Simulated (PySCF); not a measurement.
# H₁₂RhO₆ (+3): NMR shieldings

Aim: compute the NMR shieldings of H₁₂RhO₆ (+3) (`[OH2]->[Rh+3](<-[OH2])(<-[OH2])(<-[OH2])(<-[OH2])<-[OH2]`).

Computed with PySCF 2.14.0 and routines of our own; the level stands in each step. Atoms count from 0.

3 further runs of the same task are left out: 3 for a basis unfit for spin-orbit shieldings.

## (1) The system as given

19 atoms, charge 3, multiplicity 1; geometry from: GFN2-xTB.

## (2) NMR shieldings: PBE/pcSseg-1 Rh:x2c-TZVPall-2c, spin-free

What the job is given:

```
{"job": {"xc": "PBE", "basis": {"default": "pcSseg-1", "Rh": "x2c-TZVPall-2c"}, "rel": "sf", "kind": "hnmr"}, "charge": 3, "multiplicity": 1}
Rh    -0.018650    -0.006080     0.009600
O     -0.055030     0.101630     2.039440
H     -0.200330     0.985710     2.418690
H      0.643620    -0.325020     2.562720
O     -0.143230    -0.176800    -2.029520
H      0.029170    -1.045440    -2.429320
H      0.117700     0.510120    -2.661700
O      2.034840    -0.028640     0.062720
H      2.502560     0.630600     0.602680
H      2.557790    -0.153320    -0.746300
O     -2.050350     0.057890    -0.002750
H     -2.550700    -0.256480     0.769240
H     -2.503250    -0.247380    -0.807470
O     -0.126670     2.034940     0.031260
H     -1.031720     2.390060    -0.025290
H      0.437360     2.598590    -0.523030
O      0.072170    -2.048060     0.016420
H     -0.631920    -2.562050     0.445920
H      0.916630    -2.460280     0.266680
```

Method: PBE/pcSseg-1 Rh:x2c-TZVPall-2c GIAO NMR shielding, spin-free X2C, Gaussian nuclei, gas phase.

On the command line:

```sh
OMP_NUM_THREADS=1 python heavy_run.py task.json out
```

The driver reads the jobs from task.json and runs them one after another.

What it wrote:

```text
spin-free SCF
coarse grid: 68920 points
cycle   1  E = -5228.8389928022  dE =  1.306e+01  |g| = 5.190e+00  |ddm| = 5.852e+00
cycle   2  E = -5059.0546768721  dE =  1.698e+02  |g| = 3.665e+01  |ddm| = 2.487e+01
cycle   3  E = -5201.2070380591  dE = -1.422e+02  |g| = 1.824e+01  |ddm| = 1.030e+01
cycle   4  E = -5215.5100773749  dE = -1.430e+01  |g| = 1.364e+01  |ddm| = 5.735e+00
cycle   5  E = -5222.3050087037  dE = -6.795e+00  |g| = 1.105e+01  |ddm| = 5.405e+00
cycle   6  E = -5225.6000639270  dE = -3.295e+00  |g| = 9.740e+00  |ddm| = 4.862e+00
cycle   7  E = -5229.9396615566  dE = -4.340e+00  |g| = 8.067e+00  |ddm| = 4.787e+00
cycle   8  E = -5230.9241685837  dE = -9.845e-01  |g| = 7.274e+00  |ddm| = 3.473e+00
cycle   9  E = -5233.3390582509  dE = -2.415e+00  |g| = 5.955e+00  |ddm| = 3.519e+00
cycle  10  E = -5208.5756689150  dE =  2.476e+01  |g| = 9.720e+00  |ddm| = 1.160e+01
cycle  11  E = -5239.4799080476  dE = -3.090e+01  |g| = 2.290e+00  |ddm| = 1.065e+01
cycle  12  E = -5239.8823474004  dE = -4.024e-01  |g| = 1.981e+00  |ddm| = 2.486e+00
cycle  13  E = -5240.4908544689  dE = -6.085e-01  |g| = 7.337e-01  |ddm| = 1.236e+00
cycle  14  E = -5240.5822859727  dE = -9.143e-02  |g| = 2.652e-01  |ddm| = 5.440e-01
cycle  15  E = -5240.5915360744  dE = -9.250e-03  |g| = 1.474e-01  |ddm| = 2.130e-01
cycle  16  E = -5240.5934130051  dE = -1.877e-03  |g| = 1.044e-01  |ddm| = 1.199e-01
cycle  17  E = -5240.5950315776  dE = -1.619e-03  |g| = 3.521e-02  |ddm| = 5.604e-02
cycle  18  E = -5240.5952451271  dE = -2.135e-04  |g| = 7.383e-03  |ddm| = 1.943e-02
cycle  19  E = -5240.5952553201  dE = -1.019e-05  |g| = 2.393e-03  |ddm| = 6.846e-03
cycle  20  E = -5240.5952561709  dE = -8.508e-07  |g| = 1.048e-03  |ddm| = 2.000e-03
final grid: 145936 points
cycle  21  E = -5240.5942982051  dE =  3.515e-07  |g| = 2.252e-03  |ddm| = 3.550e-03
cycle  22  E = -5240.5942948587  dE =  3.346e-06  |g| = 4.994e-03  |ddm| = 3.760e-03
cycle  23  E = -5240.5942990229  dE = -4.164e-06  |g| = 5.134e-04  |ddm| = 2.654e-03
cycle  24  E = -5240.5942990665  dE = -4.366e-08  |g| = 1.114e-04  |ddm| = 2.888e-04
cycle  25  E = -5240.5942990677  dE = -1.110e-09  |g| = 3.715e-05  |ddm| = 6.228e-05
converged SCF energy = -5240.5942990677
check of the scalar solution
cycle   1  E = -5240.5942990678  dE = -5.241e+03  |FDS-SDF| = 3.715e-05
cycle   2  E = -5240.5942990666  dE =  1.141e-09  |FDS-SDF| = 9.334e-05
cycle   3  E = -5240.5942990680  dE = -1.401e-09  |FDS-SDF| = 1.116e-05
converged, E = -5240.5942990680

Field gradients (au) and densities at the nuclei (bohr^-3)
atom        Vxx        Vyy        Vzz        centre      nuclear mean
  0 Rh    -0.0162    -0.1152     0.1314     108405.970     108045.163
  1 O      0.6340     1.1079    -1.7420        281.718        281.718
  2 H     -0.1726    -0.2376     0.4102          0.327          0.327
  3 H     -0.1772    -0.2386     0.4157          0.328          0.328
  4 O      0.6874     1.1656    -1.8530        281.626        281.625
  5 H     -0.1751    -0.2405     0.4155          0.325          0.325
  6 H     -0.1776    -0.2467     0.4243          0.328          0.328
  7 O      0.6332     1.1412    -1.7744        281.674        281.674
  8 H     -0.1745    -0.2398     0.4144          0.327          0.327
  9 H     -0.1761    -0.2410     0.4170          0.327          0.327
 10 O      0.6233     1.0995    -1.7228        281.704        281.703
 11 H     -0.1763    -0.2363     0.4127          0.326          0.326
 12 H     -0.1759    -0.2358     0.4116          0.325          0.325
 13 O      0.6116     1.1089    -1.7205        281.716        281.715
 14 H     -0.1724    -0.2343     0.4067          0.325          0.325
 15 H     -0.1783    -0.2397     0.4180          0.328          0.328
 16 O      0.6206     1.1058    -1.7264        281.712        281.711
 17 H     -0.1752    -0.2400     0.4152          0.327          0.327
 18 H     -0.1752    -0.2373     0.4124          0.327          0.327
without picture change
  0 Rh                           0.1256                    202538.208

Core orbital energies (eV)
atom   shell        mean    spread
  0 Rh 1s       -23017.126   0.000
  0 Rh 2s        -3351.561   0.000
  0 Rh 3s         -612.676   0.000
  0 Rh 4s          -98.913   0.000
  0 Rh 2p        -3006.645   0.012
  0 Rh 3p         -499.187   0.022
  0 Rh 4p          -66.887   0.097
  0 Rh 3d         -317.057   0.228

Shielding tensors (ppm)
atom      isotropic    diamagn.    paramagn.     s11        s22        s33       span
  0 Rh    -7201.24     4431.52   -11632.76   -7312.16   -7244.06   -7047.49     264.67
  1 O       375.65      389.69      -14.04     295.73     327.67     503.56     207.82
  2 H        27.77       27.74        0.03      19.56      21.11      42.63      23.07
  3 H        27.53       27.81       -0.28      19.54      20.67      42.38      22.84
  4 O       379.07      390.40      -11.33     301.20     321.49     514.53     213.33
  5 H        27.78       27.96       -0.17      19.39      20.98      42.98      23.59
  6 H        27.62       28.09       -0.47      19.23      20.68      42.96      23.74
  7 O       382.79      390.11       -7.32     298.86     336.74     512.78     213.92
  8 H        27.78       28.18       -0.40      19.34      20.96      43.04      23.70
  9 H        27.65       28.12       -0.47      19.27      20.82      42.86      23.59
 10 O       373.27      390.02      -16.74     295.89     319.87     504.06     208.16
 11 H        27.33       27.56       -0.23      19.03      20.63      42.34      23.31
 12 H        27.47       27.66       -0.19      19.21      20.65      42.56      23.35
 13 O       373.21      389.82      -16.61     294.24     323.93     501.46     207.22
 14 H        27.63       27.88       -0.24      19.35      20.88      42.68      23.33
 15 H        27.34       28.01       -0.67      19.25      20.54      42.24      23.00
 16 O       375.32      389.57      -14.25     296.07     330.78     499.12     203.05
 17 H        27.37       27.74       -0.37      19.07      20.51      42.54      23.48
 18 H        27.64       27.88       -0.24      19.39      21.11      42.42      23.04
```

It took 53 s on 1 thread of Arm Neoverse V1, shared host; peak memory 1.2 GiB.

## (3) NMR shieldings: PBE/pcSseg-1 Rh:x2c-TZVPall-2c in water, spin-free

The job, as its differences from that of step 2:

```diff
@@ -1,2 +1,2 @@
-{"job": {"xc": "PBE", "basis": {"default": "pcSseg-1", "Rh": "x2c-TZVPall-2c"}, "rel": "sf", "kind": "hnmr"}, "charge": 3, "multiplicity": 1}
+{"job": {"xc": "PBE", "basis": {"default": "pcSseg-1", "Rh": "x2c-TZVPall-2c"}, "rel": "sf", "solvent": "water", "kind": "hnmr"}, "charge": 3, "multiplicity": 1}
 Rh    -0.018650    -0.006080     0.009600
```

With the program's defaults for keys left out, this is: PBE/pcSseg-1 Rh:x2c-TZVPall-2c GIAO NMR shielding, spin-free X2C, Gaussian nuclei, IEF-PCM water.

What it wrote:

```text
spin-free SCF
coarse grid: 68920 points
cycle   1  E = -5229.9750724648  dE =  1.192e+01  |g| = 5.081e+00  |ddm| = 5.896e+00
cycle   2  E = -5070.4304685752  dE =  1.595e+02  |g| = 3.646e+01  |ddm| = 2.450e+01
cycle   3  E = -5204.4645882690  dE = -1.340e+02  |g| = 1.763e+01  |ddm| = 9.942e+00
cycle   4  E = -5218.8746712957  dE = -1.441e+01  |g| = 1.287e+01  |ddm| = 6.238e+00
cycle   5  E = -5225.6145090751  dE = -6.740e+00  |g| = 1.030e+01  |ddm| = 5.751e+00
cycle   6  E = -5228.7599848793  dE = -3.145e+00  |g| = 8.904e+00  |ddm| = 4.387e+00
cycle   7  E = -5232.1773782478  dE = -3.417e+00  |g| = 7.284e+00  |ddm| = 4.000e+00
cycle   8  E = -5233.2441887006  dE = -1.067e+00  |g| = 6.534e+00  |ddm| = 2.876e+00
cycle   9  E = -5234.5194464780  dE = -1.275e+00  |g| = 5.724e+00  |ddm| = 2.919e+00
cycle  10  E = -5221.1217251913  dE =  1.340e+01  |g| = 8.643e+00  |ddm| = 9.437e+00
cycle  11  E = -5241.0832940040  dE = -1.996e+01  |g| = 1.128e+00  |ddm| = 8.082e+00
cycle  12  E = -5241.1639504317  dE = -8.066e-02  |g| = 8.624e-01  |ddm| = 1.079e+00
cycle  13  E = -5241.2804531024  dE = -1.165e-01  |g| = 2.836e-01  |ddm| = 6.097e-01
cycle  14  E = -5241.2927235837  dE = -1.227e-02  |g| = 9.793e-02  |ddm| = 1.962e-01
cycle  15  E = -5241.2933020556  dE = -5.785e-04  |g| = 7.824e-02  |ddm| = 8.957e-02
cycle  16  E = -5241.2943312860  dE = -1.029e-03  |g| = 1.721e-02  |ddm| = 4.558e-02
cycle  17  E = -5241.2943661095  dE = -3.482e-05  |g| = 9.732e-03  |ddm| = 1.039e-02
cycle  18  E = -5241.2943810835  dE = -1.497e-05  |g| = 1.430e-03  |ddm| = 4.651e-03
cycle  19  E = -5241.2943813675  dE = -2.841e-07  |g| = 7.174e-04  |ddm| = 1.176e-03
final grid: 145936 points
cycle  20  E = -5241.2934313754  dE = -8.658e-10  |g| = 1.496e-03  |ddm| = 3.163e-03
cycle  21  E = -5241.2934298685  dE =  1.507e-06  |g| = 3.376e-03  |ddm| = 2.525e-03
cycle  22  E = -5241.2934317282  dE = -1.860e-06  |g| = 4.783e-04  |ddm| = 1.778e-03
cycle  23  E = -5241.2934317593  dE = -3.108e-08  |g| = 5.726e-05  |ddm| = 2.410e-04
cycle  24  E = -5241.2934317598  dE = -5.466e-10  |g| = 2.414e-05  |ddm| = 5.054e-05
converged SCF energy = -5241.2934317598
check of the scalar solution
cycle   1  E = -5241.2934317597  dE = -5.241e+03  |FDS-SDF| = 2.414e-05
cycle   2  E = -5241.2934317592  dE =  5.166e-10  |FDS-SDF| = 5.733e-05
converged, E = -5241.2934317592

Field gradients (au) and densities at the nuclei (bohr^-3)
atom        Vxx        Vyy        Vzz        centre      nuclear mean
  0 Rh    -0.0185    -0.1041     0.1226     108405.877     108045.070
  1 O      0.6300     1.1047    -1.7347        281.715        281.714
  2 H     -0.1729    -0.2380     0.4108          0.327          0.327
  3 H     -0.1767    -0.2383     0.4150          0.327          0.327
  4 O      0.6921     1.1659    -1.8580        281.629        281.628
  5 H     -0.1759    -0.2411     0.4170          0.327          0.327
  6 H     -0.1772    -0.2468     0.4240          0.327          0.327
  7 O      0.6513     1.1230    -1.7743        281.676        281.676
  8 H     -0.1742    -0.2398     0.4140          0.327          0.327
  9 H     -0.1759    -0.2410     0.4169          0.327          0.327
 10 O      0.6163     1.1131    -1.7294        281.702        281.702
 11 H     -0.1766    -0.2366     0.4132          0.326          0.326
 12 H     -0.1764    -0.2364     0.4128          0.326          0.326
 13 O      0.6167     1.1032    -1.7198        281.716        281.716
 14 H     -0.1731    -0.2351     0.4082          0.327          0.327
 15 H     -0.1774    -0.2395     0.4169          0.327          0.327
 16 O      0.6194     1.1027    -1.7220        281.712        281.712
 17 H     -0.1750    -0.2404     0.4154          0.327          0.327
 18 H     -0.1751    -0.2375     0.4127          0.327          0.327
without picture change
  0 Rh                           0.1158                    202538.029

Core orbital energies (eV)
atom   shell        mean    spread
  0 Rh 1s       -23004.528   0.000
  0 Rh 2s        -3338.962   0.000
  0 Rh 3s         -600.076   0.000
  0 Rh 4s          -86.304   0.000
  0 Rh 2p        -2994.046   0.012
  0 Rh 3p         -486.586   0.023
  0 Rh 4p          -54.277   0.101
  0 Rh 3d         -304.457   0.229

Shielding tensors (ppm)
atom      isotropic    diamagn.    paramagn.     s11        s22        s33       span
  0 Rh    -7381.29     4430.74   -11812.02   -7482.40   -7417.81   -7243.65     238.75
  1 O       374.44      389.55      -15.12     296.42     326.15     500.75     204.33
  2 H        27.88       27.97       -0.09      19.76      21.21      42.68      22.92
  3 H        27.48       27.98       -0.50      19.57      20.54      42.33      22.76
  4 O       376.72      389.97      -13.25     301.03     318.79     510.35     209.32
  5 H        27.97       28.18       -0.22      19.71      21.20      43.00      23.29
  6 H        27.57       28.25       -0.68      19.25      20.62      42.82      23.57
  7 O       380.24      389.61       -9.37     299.32     334.01     507.37     208.05
  8 H        27.68       28.29       -0.60      19.36      20.83      42.86      23.50
  9 H        27.61       28.27       -0.66      19.30      20.78      42.74      23.44
 10 O       371.27      389.83      -18.55     295.75     317.92     500.15     204.39
 11 H        27.40       27.78       -0.38      19.16      20.72      42.33      23.18
 12 H        27.64       27.90       -0.26      19.48      20.84      42.59      23.11
 13 O       371.07      389.49      -18.41     294.55     321.35     497.31     202.76
 14 H        27.81       28.10       -0.29      19.65      21.09      42.69      23.04
 15 H        27.23       28.18       -0.94      19.21      20.37      42.12      22.91
 16 O       373.85      389.30      -15.45     296.90     328.51     496.15     199.25
 17 H        27.40       27.93       -0.53      19.16      20.53      42.51      23.35
 18 H        27.71       28.06       -0.35      19.53      21.14      42.46      22.93
```

Wall time 53 s (1 thread of Arm Neoverse V1, shared host); peak memory 1.3 GiB.

## (4) NMR shieldings: PBE/pcSseg-1 Rh:x2c-TZVPall-2c in dichloromethane, spin-free

The job, as its differences from that of step 3:

```diff
@@ -1,2 +1,2 @@
-{"job": {"xc": "PBE", "basis": {"default": "pcSseg-1", "Rh": "x2c-TZVPall-2c"}, "rel": "sf", "solvent": "water", "kind": "hnmr"}, "charge": 3, "multiplicity": 1}
+{"job": {"xc": "PBE", "basis": {"default": "pcSseg-1", "Rh": "x2c-TZVPall-2c"}, "rel": "sf", "solvent": "dichloromethane", "kind": "hnmr"}, "charge": 3, "multiplicity": 1}
 Rh    -0.018650    -0.006080     0.009600
```

Method: PBE/pcSseg-1 Rh:x2c-TZVPall-2c GIAO NMR shielding, spin-free X2C, Gaussian nuclei, IEF-PCM dichloromethane.

What it wrote:

```text
spin-free SCF
coarse grid: 68920 points
cycle   1  E = -5229.8447624849  dE =  1.205e+01  |g| = 5.097e+00  |ddm| = 5.891e+00
cycle   2  E = -5068.4206810771  dE =  1.614e+02  |g| = 3.650e+01  |ddm| = 2.456e+01
cycle   3  E = -5203.9760032676  dE = -1.356e+02  |g| = 1.773e+01  |ddm| = 1.000e+01
cycle   4  E = -5218.3764073384  dE = -1.440e+01  |g| = 1.300e+01  |ddm| = 6.150e+00
cycle   5  E = -5225.1965832496  dE = -6.820e+00  |g| = 1.041e+01  |ddm| = 5.737e+00
cycle   6  E = -5228.3434610075  dE = -3.147e+00  |g| = 9.033e+00  |ddm| = 4.378e+00
cycle   7  E = -5231.8952690202  dE = -3.552e+00  |g| = 7.401e+00  |ddm| = 4.058e+00
cycle   8  E = -5232.9676764054  dE = -1.072e+00  |g| = 6.626e+00  |ddm| = 2.921e+00
cycle   9  E = -5234.2942722805  dE = -1.327e+00  |g| = 5.793e+00  |ddm| = 2.976e+00
cycle  10  E = -5220.2521639072  dE =  1.404e+01  |g| = 8.877e+00  |ddm| = 9.507e+00
cycle  11  E = -5241.0425903060  dE = -2.079e+01  |g| = 1.062e+00  |ddm| = 8.146e+00
cycle  12  E = -5241.0538343476  dE = -1.124e-02  |g| = 9.958e-01  |ddm| = 1.149e+00
cycle  13  E = -5241.2143976960  dE = -1.606e-01  |g| = 2.378e-01  |ddm| = 6.382e-01
cycle  14  E = -5241.2233974142  dE = -9.000e-03  |g| = 7.826e-02  |ddm| = 1.679e-01
cycle  15  E = -5241.2238988431  dE = -5.014e-04  |g| = 5.206e-02  |ddm| = 5.797e-02
cycle  16  E = -5241.2243597455  dE = -4.609e-04  |g| = 1.042e-02  |ddm| = 3.139e-02
cycle  17  E = -5241.2243696482  dE = -9.903e-06  |g| = 6.734e-03  |ddm| = 7.275e-03
cycle  18  E = -5241.2243773043  dE = -7.656e-06  |g| = 1.711e-03  |ddm| = 3.915e-03
final grid: 145936 points
cycle  19  E = -5241.2234241655  dE =  1.984e-06  |g| = 4.025e-03  |ddm| = 4.290e-03
cycle  20  E = -5241.2234110335  dE =  1.313e-05  |g| = 9.701e-03  |ddm| = 7.276e-03
cycle  21  E = -5241.2234268326  dE = -1.580e-05  |g| = 1.008e-03  |ddm| = 5.171e-03
cycle  22  E = -5241.2234269774  dE = -1.448e-07  |g| = 1.062e-04  |ddm| = 5.366e-04
cycle  23  E = -5241.2234269790  dE = -1.613e-09  |g| = 3.821e-05  |ddm| = 6.365e-05
converged SCF energy = -5241.2234269790
check of the scalar solution
cycle   1  E = -5241.2234269788  dE = -5.241e+03  |FDS-SDF| = 3.821e-05
cycle   2  E = -5241.2234269782  dE =  5.839e-10  |FDS-SDF| = 7.801e-05
converged, E = -5241.2234269782

Field gradients (au) and densities at the nuclei (bohr^-3)
atom        Vxx        Vyy        Vzz        centre      nuclear mean
  0 Rh    -0.0184    -0.1053     0.1238     108405.891     108045.083
  1 O      0.6304     1.1056    -1.7360        281.716        281.715
  2 H     -0.1728    -0.2380     0.4108          0.327          0.327
  3 H     -0.1768    -0.2384     0.4152          0.327          0.327
  4 O      0.6910     1.1666    -1.8576        281.629        281.629
  5 H     -0.1757    -0.2410     0.4168          0.326          0.326
  6 H     -0.1774    -0.2469     0.4243          0.328          0.328
  7 O      0.6471     1.1268    -1.7739        281.677        281.676
  8 H     -0.1742    -0.2399     0.4141          0.327          0.327
  9 H     -0.1759    -0.2411     0.4170          0.327          0.327
 10 O      0.6178     1.1102    -1.7280        281.703        281.703
 11 H     -0.1766    -0.2366     0.4131          0.326          0.326
 12 H     -0.1763    -0.2363     0.4126          0.326          0.326
 13 O      0.6150     1.1050    -1.7199        281.717        281.716
 14 H     -0.1729    -0.2350     0.4079          0.326          0.326
 15 H     -0.1776    -0.2396     0.4173          0.327          0.327
 16 O      0.6193     1.1043    -1.7236        281.713        281.712
 17 H     -0.1751    -0.2404     0.4155          0.327          0.327
 18 H     -0.1751    -0.2375     0.4127          0.327          0.327
without picture change
  0 Rh                           0.1171                    202538.056

Core orbital energies (eV)
atom   shell        mean    spread
  0 Rh 1s       -23005.783   0.000
  0 Rh 2s        -3340.217   0.000
  0 Rh 3s         -601.331   0.000
  0 Rh 4s          -87.560   0.000
  0 Rh 2p        -2995.301   0.012
  0 Rh 3p         -487.841   0.023
  0 Rh 4p          -55.534   0.100
  0 Rh 3d         -305.712   0.229

Shielding tensors (ppm)
atom      isotropic    diamagn.    paramagn.     s11        s22        s33       span
  0 Rh    -7357.35     4430.86   -11788.21   -7460.83   -7395.02   -7216.20     244.63
  1 O       374.49      389.57      -15.08     296.34     326.20     500.94     204.60
  2 H        27.87       27.94       -0.08      19.74      21.20      42.66      22.92
  3 H        27.49       27.96       -0.47      19.57      20.57      42.33      22.76
  4 O       376.99      390.02      -13.03     301.06     319.06     510.84     209.78
  5 H        27.94       28.15       -0.21      19.66      21.16      42.98      23.32
  6 H        27.60       28.23       -0.64      19.28      20.66      42.85      23.57
  7 O       380.54      389.67       -9.13     299.25     334.21     508.17     208.91
  8 H        27.71       28.28       -0.57      19.37      20.86      42.89      23.52
  9 H        27.63       28.25       -0.62      19.32      20.81      42.76      23.45
 10 O       371.57      389.84      -18.28     295.88     318.10     500.72     204.84
 11 H        27.40       27.75       -0.35      19.14      20.71      42.33      23.19
 12 H        27.60       27.86       -0.25      19.43      20.81      42.58      23.15
 13 O       371.36      389.54      -18.17     294.54     321.68     497.87     203.32
 14 H        27.77       28.06       -0.29      19.59      21.04      42.68      23.09
 15 H        27.28       28.16       -0.88      19.25      20.43      42.15      22.90
 16 O       373.94      389.33      -15.39     296.73     328.69     496.42     199.69
 17 H        27.41       27.90       -0.50      19.16      20.55      42.51      23.35
 18 H        27.70       28.03       -0.33      19.51      21.14      42.44      22.93
```

It took 52 s on 1 thread of Arm Neoverse V1, shared host; peak memory 1.3 GiB.

## (5) Shieldings side by side

| run | Rh0 | O7 | O4 | O13 | O10 | O16 | O1 | time |
| --- | --- | --- | --- | --- | --- | --- | --- | --- |
| step 2, PBE/pcSseg-1 Rh:x2c-TZVPall-2c, spin-free | -7201.2 | 382.8 | 379.1 | 373.2 | 373.3 | 375.3 | 375.7 | 53 s |
| step 3, PBE/pcSseg-1 Rh:x2c-TZVPall-2c in water, spin-free | -7381.3 | 380.2 | 376.7 | 371.1 | 371.3 | 373.9 | 374.4 | 53 s |
| step 4, PBE/pcSseg-1 Rh:x2c-TZVPall-2c in dichloromethane, spin-free | -7357.3 | 380.5 | 377.0 | 371.4 | 371.6 | 373.9 | 374.5 | 52 s |

## (6) Summary of results

| quantity | value |
| --- | --- |
| shieldings (step 2, PBE/pcSseg-1 Rh:x2c-TZVPall-2c, spin-free) | Rh0 -7201.2, O1 375.7, O4 379.1, O7 382.8, O10 373.3, O13 373.2, O16 375.3 ppm |
| shieldings (step 3, PBE/pcSseg-1 Rh:x2c-TZVPall-2c in water, spin-free) | Rh0 -7381.3, O1 374.4, O4 376.7, O7 380.2, O10 371.3, O13 371.1, O16 373.9 ppm |
| shieldings (step 4, PBE/pcSseg-1 Rh:x2c-TZVPall-2c in dichloromethane, spin-free) | Rh0 -7357.3, O1 374.5, O4 377.0, O7 380.5, O10 371.6, O13 371.4, O16 373.9 ppm |

In words: In step 2, Rh0 has the widest tensor, 265 ppm. A continuum can't give the shift that close solvent molecules cause at an ion. Rh0 moves most between the runs, by 180 ppm; the labels say what changes from run to run. No run holds spin-orbit coupling, which is large for shieldings at and beside heavy atoms. The geometry comes from tight binding, which is rough for metal atoms, and these values hang on it.
